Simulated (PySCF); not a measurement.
# C6H5F: the cost of one run

Programs: PySCF 2.14.0, with density-fitted response routines of our own. Each step states its level of theory. These are calculated values for one molecule in the gas phase, unless marked as measured. Atoms count from 0, in the outputs and in this text.

## 1. The starting structure

12 atoms, charge 0, multiplicity 1; geometry from: GFN2-xTB. The atoms were then displaced at random by about 0.01 Å, so the start is not that level's minimum.

Bonds of the start (Å): F0–C1 1.30, C1–C2 1.32, C2–C3 1.49, C3–C4 1.31, C4–C5 1.47, C5–C6 1.33, C6–C2 1.48, C1–H7 1.06, C3–H8 1.08, C4–H9 1.07, C5–H10 1.07, C6–H11 1.08.

## 2. Geometry optimisation at PBE0-D3(BJ)/def2-SVP

Job settings and geometry (Å):

```
{"job": {"xc": "PBE0", "basis": "def2-SVP", "d3": "d3bj", "grid": 1, "shake": 0.01, "kind": "geom"}, "charge": 0, "multiplicity": 1}
F     -2.768860     0.861090     0.200110
C     -1.982600    -0.171340     0.086970
C     -0.668980    -0.052000     0.019350
C      0.328370    -1.155860    -0.092820
C      1.532100    -0.646300    -0.130560
C      1.443550     0.815170    -0.028010
C      0.164550     1.166880     0.062380
H     -2.506250    -1.095630     0.053070
H      0.003250    -2.184560    -0.119000
H      2.457360    -1.182690    -0.191780
H      2.291530     1.461180    -0.019020
H     -0.254320     2.155810     0.150280
```

Started as:

```console
$ OMP_NUM_THREADS=1 python probes_run.py task.json out
```

The driver reads the jobs from task.json and runs them one after another.

**Question.** How long does this first job take on 1 thread of Arm Neoverse V1, shared host, and how much memory does it need?

About 52 s, with a peak of 0.51 GiB.
